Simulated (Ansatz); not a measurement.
**C10H17BO2: structure and electronic state**

What does C10H17BO2 look like as a singlet, and where do its frontier electrons sit?

Computed with Ansatz 0.2.0, Gaussian basis. Level: RKS PBE0-D4/def2-TZVP.

The runs, in order: relaxation at PBE-D4/def2-SVP; a single point at PBE0-D4/def2-TZVP.

4 further runs of the same task are left out: 4 that didn't finish.

### 1 Starting geometry

SMILES `OB(O)C12CC3CC(CC(C3)C1)C2`, 30 atoms, charge 0, spin multiplicity 1.

Atoms are counted from 1 here; the program's logs count them from 0.

Bond lengths: O1–B2 1.356 Å, O1–H14 0.958 Å, B2–O3 1.353 Å, B2–C4 1.611 Å, O3–H15 0.959 Å, C4–C5 1.538 Å, C4–C12 1.539 Å, C4–C13 1.534 Å, C5–C6 1.527 Å, C5–H16 1.091 Å, C5–H17 1.093 Å, C6–C7 1.527 Å, C6–C11 1.527 Å, C6–H18 1.097 Å, C7–C8 1.528 Å, C7–H19 1.093 Å, C7–H20 1.093 Å, C8–C9 1.527 Å and more. Angles: B2–O1–H14 117.2°, O1–B2–O3 123.0°, O1–B2–C4 117.9°, O3–B2–C4 119.1°, B2–O3–H15 117.6°, B2–C4–C5 110.3°, B2–C4–C12 109.2°, B2–C4–C13 112.2°, C5–C4–C12 108.1°, C5–C4–C13 108.5°, C12–C4–C13 108.5°, C4–C5–C6 110.5°, C4–C5–H16 109.1°, C4–C5–H17 109.4°, C6–C5–H16 110.2°, C6–C5–H17 109.8°, H16–C5–H17 107.8°, C5–C6–C7 109.7° and more.

As a file:

```xyz
30
C10H17BO2
O     3.09138    0.66779    1.28305
B     2.51526    0.55481    0.06080
O     3.19612    0.73873   -1.09442
C     0.94592    0.19626   -0.00361
C     0.65713   -1.07800    0.80745
C    -0.83597   -1.39893    0.78746
C    -1.29680   -1.61170   -0.65304
C    -1.03293   -0.34160   -1.45993
C    -1.81041    0.82250   -0.84905
C    -1.35539    1.02831    0.59392
C    -1.61664   -0.24013    1.40326
C     0.13709    1.35003    0.61451
C     0.46060   -0.02344   -1.44221
H     4.02625    0.87725    1.30945
H     4.12728    0.95955   -1.03111
H     0.99747   -0.93256    1.83428
H     1.22027   -1.91298    0.38354
H    -1.01561   -2.31217    1.36808
H    -2.36366   -1.84849   -0.67089
H    -0.75966   -2.45358   -1.09629
H    -1.35875   -0.49443   -2.49594
H    -1.62891    1.73244   -1.42598
H    -2.88283    0.61383   -0.87731
H    -1.91082    1.86312    1.03820
H    -1.30214   -0.08964    2.43832
H    -2.68556   -0.46877    1.40716
H     0.47103    1.50856    1.64146
H     0.32626    2.26757    0.05170
H     0.66266    0.87184   -2.03329
H     1.02132   -0.84616   -1.88957
```

The start is a GFN2-xTB geometry.

### 2 Optimising with PBE-D4/def2-SVP

in.yaml

```yaml
crystal:
  periodic: [false, false, false]
  atoms:
    - {symbol: O, position_ang: [3.091380, 0.667790, 1.283050]}
    - {symbol: B, position_ang: [2.515260, 0.554810, 0.060800]}
    - {symbol: O, position_ang: [3.196120, 0.738730, -1.094420]}
    - {symbol: C, position_ang: [0.945920, 0.196260, -0.003610]}
    - {symbol: C, position_ang: [0.657130, -1.078000, 0.807450]}
    - {symbol: C, position_ang: [-0.835970, -1.398930, 0.787460]}
    - {symbol: C, position_ang: [-1.296800, -1.611700, -0.653040]}
    - {symbol: C, position_ang: [-1.032930, -0.341600, -1.459930]}
    - {symbol: C, position_ang: [-1.810410, 0.822500, -0.849050]}
    - {symbol: C, position_ang: [-1.355390, 1.028310, 0.593920]}
    - {symbol: C, position_ang: [-1.616640, -0.240130, 1.403260]}
    - {symbol: C, position_ang: [0.137090, 1.350030, 0.614510]}
    - {symbol: C, position_ang: [0.460600, -0.023440, -1.442210]}
    - {symbol: H, position_ang: [4.026250, 0.877250, 1.309450]}
    - {symbol: H, position_ang: [4.127280, 0.959550, -1.031110]}
    - {symbol: H, position_ang: [0.997470, -0.932560, 1.834280]}
    - {symbol: H, position_ang: [1.220270, -1.912980, 0.383540]}
    - {symbol: H, position_ang: [-1.015610, -2.312170, 1.368080]}
    - {symbol: H, position_ang: [-2.363660, -1.848490, -0.670890]}
    - {symbol: H, position_ang: [-0.759660, -2.453580, -1.096290]}
    - {symbol: H, position_ang: [-1.358750, -0.494430, -2.495940]}
    - {symbol: H, position_ang: [-1.628910, 1.732440, -1.425980]}
    - {symbol: H, position_ang: [-2.882830, 0.613830, -0.877310]}
    - {symbol: H, position_ang: [-1.910820, 1.863120, 1.038200]}
    - {symbol: H, position_ang: [-1.302140, -0.089640, 2.438320]}
    - {symbol: H, position_ang: [-2.685560, -0.468770, 1.407160]}
    - {symbol: H, position_ang: [0.471030, 1.508560, 1.641460]}
    - {symbol: H, position_ang: [0.326260, 2.267570, 0.051700]}
    - {symbol: H, position_ang: [0.662660, 0.871840, -2.033290]}
    - {symbol: H, position_ang: [1.021320, -0.846160, -1.889570]}
basis:
  gaussian: {orbitals: def2-SVP}
hamiltonian: {xc: pbe, dispersion: d4}
scf: {lower_state_search: "off"}
output: {orbitals: {seedname: orbitals}}
relax: {f_tol: 0.03, max_steps: 70}
```

Started as:

```sh
> ansatz run in.yaml --threads 4 --pin off --events-out ev --progress --plain --max-ram 6963MiB
```

After this run come: Single point, PBE0-D4/def2-TZVP.

**Question.** What will the summary of the whole plan be? Wanted: point group; commonest bond, hydrogen aside; HOMO, LUMO at PBE0-D4/def2-TZVP; dipole at PBE-D4/def2-SVP.

As calculated:

| quantity | value |
| --- | --- |
| point group | C1 |
| commonest bond, hydrogen aside | C–C, 12 of mean length 1.544 Å |
| HOMO, LUMO at PBE0-D4/def2-TZVP | -7.27, 0.19 eV |
| dipole at PBE-D4/def2-SVP | 2.90 D |

What this shows: The molecule keeps its bonding pattern by the stored test; the atoms moved 0.03 Å (rms). No usable vibrations, so a minimum isn't proven. The HOMO lies nearest to C4 16 %; B2 12 % and the LUMO to H14, H15 about 34 % each; O1, O3 about 8 % each. The point group is read from a loosely relaxed geometry; soft torsions can leave it below the true symmetry.
